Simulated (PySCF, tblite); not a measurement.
# C4H7ClSSi: geometry, infrared bands and NMR shifts

Aim: predict the infrared bands and NMR shifts of C4H7ClSSi (`[SiH3]CCC(Cl)=C=S`).

Computed with tblite 0.8.0 and PySCF 2.14.0, with density-fitted response routines of our own, on a single molecule in the gas phase. Atoms are numbered from 0 throughout.

**1. Starting geometry**

14 atoms, charge 0, multiplicity 1; geometry from: force field or distance geometry start.

Bonds of the start (Å): Si0–C1 1.86, C1–C2 1.54, C2–C3 1.46, C3–Cl4 1.76, C3–C5 1.31, C5–S6 1.64, Si0–H7 1.46, Si0–H8 1.48, Si0–H9 1.47, C1–H10 1.10, C1–H11 1.10, C2–H12 1.12, C2–H13 1.11.

**2. Geometry optimisation with GFN2-xTB**

Job settings and geometry (Å):

```
{"job": {"kind": "relax", "xc": "GFN2-xTB", "basis": "xTB"}, "charge": 0, "multiplicity": 1}
Si    -2.240000     0.123600     0.003700
C     -0.556000    -0.158300    -0.731200
C      0.437600    -0.158100     0.449800
C      1.814600    -0.363100     0.025300
Cl     2.305200    -1.846300    -0.793800
C      2.695300     0.570700     0.300600
S      3.775600     1.759300     0.632400
H     -3.241700    -0.552200    -0.824000
H     -2.443600     1.585700     0.052400
H     -2.238800    -0.427400     1.367500
H     -0.475400    -1.122600    -1.258200
H     -0.258100     0.678200    -1.385500
H      0.360600     0.829300     0.966900
H      0.064000    -0.919400     1.172100
```

The run is started by

```console
> OMP_NUM_THREADS=1 python probes_run.py task.json out
```

One launch serves the whole session: the jobs run in the order shown.

**Question.** This job is followed by: GFN2-xTB harmonic vibrations, gas phase; GIAO PBE0/pcSseg-1 NMR shielding, non-relativistic, gas phase. Predict these results of the whole session: strongest single infrared mode (GFN2-xTB); zero-point energy (GFN2-xTB); 13C shifts against TMS (PBE0/pcSseg-1); 1H shifts against TMS (PBE0/pcSseg-1, means over atoms taken as alike); 29Si shifts against TMS (PBE0/pcSseg-1); 35Cl shifts against HCl (PBE0/pcSseg-1); 33S shifts against CS2 (PBE0/pcSseg-1); surface potential, 1st and 99th percentile.

The runs gave:

```
                                                              quantity                         value
                             strongest single infrared mode (GFN2-xTB)          792 cm⁻¹, 503 km/mol
                                          zero-point energy (GFN2-xTB)                 57.1 kcal/mol
                                13C shifts against TMS (PBE0/pcSseg-1)  302.5, 122.5, 34.1, 10.3 ppm
1H shifts against TMS (PBE0/pcSseg-1, means over atoms taken as alike)          3.89, 2.43, 1.14 ppm
                               29Si shifts against TMS (PBE0/pcSseg-1)                     -69.5 ppm
                               35Cl shifts against HCl (PBE0/pcSseg-1)                        87 ppm
                                33S shifts against CS2 (PBE0/pcSseg-1)                       605 ppm
                                 surface potential, 1st and 99th percentile            -0.48 V and 1.05 V
```

What this shows: Over 78 steps the energy fell by 0.400 eV; of the close pairs, C5–S6 changed most, 1.640 to 1.559 Å. All 36 modes are real, so the xTB geometry is a minimum. The strongest single mode, at 792 cm⁻¹, is spread over several atoms, H9, H8, Si0, H7 among them. Unscaled tight-binding wavenumbers are off by several per cent, some by more. Its intensities can rank the bands wrongly. At PBE0/pcSseg-1: Shielding is most anisotropic at S6 (span 1589 ppm, paramagnetic term -1158 ppm). By nearest atom (PBE0/pcSseg-1), the HOMO sits on S6 43 %; C3 26 % and the LUMO on C5 41 %; S6 39 %.
